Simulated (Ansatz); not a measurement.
# C3H7AlO2: a ladder of functionals and wavefunction methods

One table from this session's results is given with a row withheld; the runs are named, their logs left out.

Program: Ansatz 0.2.0, Gaussian basis. Level of theory: functionals in def2-TZVPP, the program's frozen cores in correlated methods. These are calculated values, not measurements.

The runs, in order: PBE-D4, r2SCAN-D4, PBE0-D4, B3LYP-D4, ωB97X-V, ωB97M-V, B2PLYP; CCSD(T)/def2-TZVPP; MP2/def2-QZVPP; extrapolation to the limit.

## The geometry

An earlier PBE0-D4 in a triple-zeta def2 set relaxation fixed the geometry.

SMILES `C[CH]([AlH2])OC=O`, 13 atoms, charge 0, spin multiplicity 1.

Atoms are counted from 1 here; the program's logs count them from 0.

Bond lengths: C1–C2 1.500 Å, C1–H7 1.093 Å, C1–H8 1.092 Å, C1–H9 1.094 Å, C2–Al3 1.960 Å, C2–O4 1.523 Å, C2–H10 1.089 Å, Al3–H11 1.584 Å, Al3–H12 1.584 Å, O4–C5 1.351 Å, C5–O6 1.188 Å, C5–H13 1.099 Å. Angles: C2–C1–H7 108.2°, C2–C1–H8 112.0°, C2–C1–H9 112.4°, H7–C1–H8 107.5°, H7–C1–H9 107.7°, H8–C1–H9 108.8°, C1–C2–Al3 126.6°, C1–C2–O4 109.5°, C1–C2–H10 112.4°, Al3–C2–O4 71.4°, Al3–C2–H10 118.5°, O4–C2–H10 106.1°, C2–Al3–H11 117.6°, C2–Al3–H12 118.9°, H11–Al3–H12 123.5°, C2–O4–C5 120.0°, O4–C5–O6 125.0°, O4–C5–H13 109.3° and more.

Geometry (Å):

```xyz
13

C    -0.6516   -0.2137    1.5881
C     0.3927   -0.0457    0.5246
Al    1.0095   -1.4163   -0.7327
O    -0.2842    0.1892   -0.8191
C    -0.3734    1.4402   -1.3214
O    -0.0781    2.4317   -0.7377
H    -0.1464   -0.4429    2.5303
H    -1.3289   -1.0421    1.3691
H    -1.2432    0.6944    1.7396
H     1.0263    0.8229    0.6994
H     2.2664   -1.0724   -1.6335
H     0.1988   -2.7726   -0.8451
H    -0.7674    1.3926   -2.3467
```

The first run:

Contents of in.yaml:

```yaml
crystal:
  periodic: [false, false, false]
  atoms:
    - {symbol: C, position_ang: [-0.651609, -0.213724, 1.588097]}
    - {symbol: C, position_ang: [0.392700, -0.045652, 0.524602]}
    - {symbol: Al, position_ang: [1.009500, -1.416268, -0.732680]}
    - {symbol: O, position_ang: [-0.284158, 0.189191, -0.819122]}
    - {symbol: C, position_ang: [-0.373405, 1.440151, -1.321385]}
    - {symbol: O, position_ang: [-0.078091, 2.431677, -0.737692]}
    - {symbol: H, position_ang: [-0.146420, -0.442945, 2.530320]}
    - {symbol: H, position_ang: [-1.328941, -1.042075, 1.369096]}
    - {symbol: H, position_ang: [-1.243190, 0.694388, 1.739624]}
    - {symbol: H, position_ang: [1.026316, 0.822904, 0.699389]}
    - {symbol: H, position_ang: [2.266382, -1.072402, -1.633512]}
    - {symbol: H, position_ang: [0.198808, -2.772587, -0.845089]}
    - {symbol: H, position_ang: [-0.767393, 1.392643, -2.346749]}
basis:
  gaussian: {orbitals: def2-TZVPP}
hamiltonian: {xc: pbe, dispersion: d4}
output: {forces: true, orbitals: {seedname: orbitals}}
```

On the command line:

```bash
$ ansatz run in.yaml --threads 4 --pin off --events-out ev --progress --plain --max-ram 10444MiB
```

Steps of the session up to this table: PBE-D4 (GGA); r2SCAN-D4 (meta-GGA); PBE0-D4 (hybrid); B3LYP-D4 (hybrid); ωB97X-V (range-separated); ωB97M-V (range-separated); B2PLYP (double hybrid); CCSD(T) in def2-TZVPP; MP2 in def2-QZVPP.

One table of the session follows, with a row left open; its other results are not shown here.

| method | atomisation energy (kcal/mol) |
| --- | --- |
| PBE-D4 | 1208.4 |
| r2SCAN-D4 | 1184.8 |
| PBE0-D4 | 1179.7 |
| B3LYP-D4 | 1177.2 |
| ωB97X-V | 1182.1 |
| ωB97M-V | 1182.4 |
| B2PLYP | 1166.0 |
| HF/def2-TZVPP | 839.3 |
| MP2/def2-TZVPP | ? |
| CCSD/def2-TZVPP | 1127.6 |
| CCSD(T)/def2-TZVPP | 1148.0 |
| MP2/CBS | 1202.5 |
| CCSD(T)/CBS | 1178.1 |

Estimate the missing values for MP2/def2-TZVPP.

The run gave: atomisation energy (kcal/mol): 1172.4. In the column «atomisation energy (kcal/mol)» it lies between B2PLYP (1166.0) and B3LYP-D4 (1177.2).
